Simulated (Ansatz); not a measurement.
# LiHgCl3: the cost of one run

Method: DFT PBE, scalar-relativistic, plane waves, PAW, in Ansatz 0.2.0.

## 1. The starting structure

The structure is cubic, space group Pm-3m (No. 221). Conventional cell: a = 4.922 Å, b = 4.922 Å, c = 4.922 Å, α = 90.00°, β = 90.00°, γ = 90.00°. Li (site symmetry m-3m) is surrounded by 6 Cl at 2.46 Å. Hg (site symmetry m-3m) is surrounded by 12 Cl at 3.48 Å. Around Cl (site symmetry 4/mmm) lie 2 Li at 2.46 Å and 4 Hg at 3.48 Å.

Structure file:

```
Li Hg Cl
1.0
     4.92231    0.00000    0.00000
     0.00000    4.92231    0.00000
     0.00000    0.00000    4.92231
Li Hg Cl
1 1 3
Direct
  0.50000 0.50000 0.50000
  0.00000 0.00000 0.00000
  0.50000 0.50000 0.00000
  0.00000 0.50000 0.50000
  0.50000 0.00000 0.50000
```

A structure generator made this guess: species swapped into a database cell of Lu3InN (Pm-3m, No. 221), with Cl on the Lu sites, Hg on the In sites and Li on the N sites. Its size is a rough estimate.

## 2. A first look at the guess

The input, input.yaml:

```yaml
crystal:
  lattice:
    - [4.92231319, 0.0, 0.0]
    - [0.0, 4.92231319, 0.0]
    - [0.0, 0.0, 4.92231319]
  atoms:
    - { symbol: Li, position: [0.5, 0.5, 0.5] }
    - { symbol: Hg, position: [0.0, 0.0, 0.0] }
    - { symbol: Cl, position: [0.5, 0.5, 0.0] }
    - { symbol: Cl, position: [0.0, 0.5, 0.5] }
    - { symbol: Cl, position: [0.5, 0.0, 0.5] }
basis:
  ecutwfc: 420
kpoints:
  mp_grid: { grid: [4, 4, 4] }
hamiltonian:
  xc: pbe
scf:
  occupations: { method: gaussian, width: 0.1 }
  lower_state_search: "off"
output:
  forces: true
  stress: true
  eigenvalues: true
```

Command:

```
$ ansatz run input.yaml --threads 1 --pin off --max-ram 2048MiB --backend cpu --events-out ev --progress --plain --runs-dir out
```

Q: Estimate wall time and peak memory on 1 thread of Arm Neoverse V1, shared host.

About 2.4 s, with a peak of 0.34 GiB.
